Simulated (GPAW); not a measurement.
Runs of GPAW 26.7.0 on MgB. Symmetry: Pm-3m, No. 221, cubic system. Conventional cell: a = 2.895 Å, b = 2.895 Å, c = 2.895 Å, α = 90.00°, β = 90.00°, γ = 90.00°. Around Mg (site symmetry m-3m) lie 8 B at 2.51 Å. Around B (site symmetry m-3m) lie 8 Mg at 2.51 Å. The cell was built by a generator and needn't be a form met in nature.

```tsv
level	potentials or basis	eigensolver	gap on the mesh (eV)	pressure (GPa)	relaxed volume (Å³/atom)
LDA	the program's PAW data sets (release 1.2.1) made for this functional, pw	-	none	0.0	(a)
RPBE	the program's PAW data sets (release 1.2.1) made for this functional, pw	-	none	0.0	12.50
PBEsol	PAW data sets generated in the run's folder for this functional, pw	-	none	0.0	11.86
r2SCAN	GPAW PAW data sets (gpaw-data 1.2.1), pw	-	none	0.0	(b)
revPBE	the program's PAW data sets (release 1.2.1) made for this functional, pw	-	none	0.0	12.43
BLYP	PAW data sets generated in the run's folder for this functional, pw	davidson	none	0.0	12.48
PW91	PAW data sets generated in the run's folder for this functional, pw	-	none	0.1	-
AM05	PAW data sets generated in the run's folder for this functional, pw	-	none	0.1	11.82
```

Alike in all rows: task relaxation of cell and atoms; no spin polarisation; cell relaxed; k mesh 9 × 9 × 9; cutoff (eV) 800; smearing fermi-dirac 0.05 eV.

**Question.** Estimate the missing entries.

**Answer.** (a) 11.41; (b) 12.04.

Caveats: later steps reuse the first step's grids; the PAW data sets were made with another functional, which shifts forces and pressure a little (some runs); the relaxation stopped at its first step, so nothing moved (some runs).

A gap of «none» marks a metal or a gap under the smearing width.

Runs at the PBE level aren't shown here.
